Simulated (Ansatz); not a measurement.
# GaCl₄−: basis-set convergence

Aim: see how fast density functionals converge with the basis set for GaCl₄−.

Computed with Ansatz 0.2.0, Gaussian basis. Level: one geometry, several basis sets.

Levels to be run: PBE0-D4/def2-SVPD; ωB97M-V/def2-SVPD; PBE0-D4/def2-QZVPPD; ωB97M-V/def2-QZVPPD; the functionals' def2-TZVPPD values are taken from earlier runs.

### Step 1. The relaxed structure

The geometry comes from an earlier relaxation with PBE0-D4 in a triple-zeta def2 set; it is a stationary point.

SMILES `[Cl][Ga-]([Cl])([Cl])[Cl]`, 5 atoms, charge -1, spin multiplicity 1.

Atoms are counted from 1 here; the program's logs count them from 0.

Bond lengths: Cl1–Ga2 2.200 Å, Ga2–Cl3 2.200 Å, Ga2–Cl4 2.200 Å, Ga2–Cl5 2.200 Å. Angles: Cl1–Ga2–Cl3 109.5°, Cl1–Ga2–Cl4 109.5°, Cl1–Ga2–Cl5 109.5°, Cl3–Ga2–Cl4 109.5°, Cl3–Ga2–Cl5 109.5°, Cl4–Ga2–Cl5 109.5°.

Geometry (Å):

```xyz
5
Cl4Ga
Cl   -1.0199   -0.0895    1.9471
Ga    0.0000    0.0000    0.0000
Cl    1.7030   -1.3925   -0.0004
Cl   -1.4089   -0.5642   -1.5925
Cl    0.7259    2.0462   -0.3542
```

### Step 2. PBE0-D4 in def2-SVPD

Contents of in.yaml:

```yaml
crystal:
  periodic: [false, false, false]
  atoms:
    - {symbol: Cl, position_ang: [-1.019941, -0.089510, 1.947074]}
    - {symbol: Ga, position_ang: [0.000012, 0.000014, 0.000008]}
    - {symbol: Cl, position_ang: [1.703008, -1.392538, -0.000415]}
    - {symbol: Cl, position_ang: [-1.408939, -0.564210, -1.592455]}
    - {symbol: Cl, position_ang: [0.725851, 2.046245, -0.354212]}
basis:
  gaussian: {orbitals: def2-SVPD}
total_charge: -1
hamiltonian: {xc: pbe0, dispersion: d4}
output: {orbitals: {seedname: orbitals}}
```

Started as:

```bash
> ansatz run in.yaml --threads 2 --pin off --events-out ev --progress --plain --max-ram 32768MiB --backend cpu
```

Further steps of the session: ωB97M-V in def2-SVPD; PBE0-D4 in def2-QZVPPD; ωB97M-V in def2-QZVPPD.

**Question.** What will the summary of the whole plan be? Wanted: PBE0-D4: double and triple zeta above quadruple; ωB97M-V: double and triple zeta above quadruple.

**Answer**, as computed:

| quantity | value |
| --- | --- |
| PBE0-D4: double and triple zeta above quadruple | 25.72, 2.57 eV |
| ωB97M-V: double and triple zeta above quadruple | 25.20, 2.45 eV |

PBE0-D4 gains 23.15 eV from double to triple zeta, then 2.57 eV more. These are total energies; as a rule much of such shifts cancels in differences, which this series doesn't test. The LUMO of ωB97M-V is positive and keeps falling with the basis (3.74 to 3.09 eV): an unbound level that the basis holds in place.
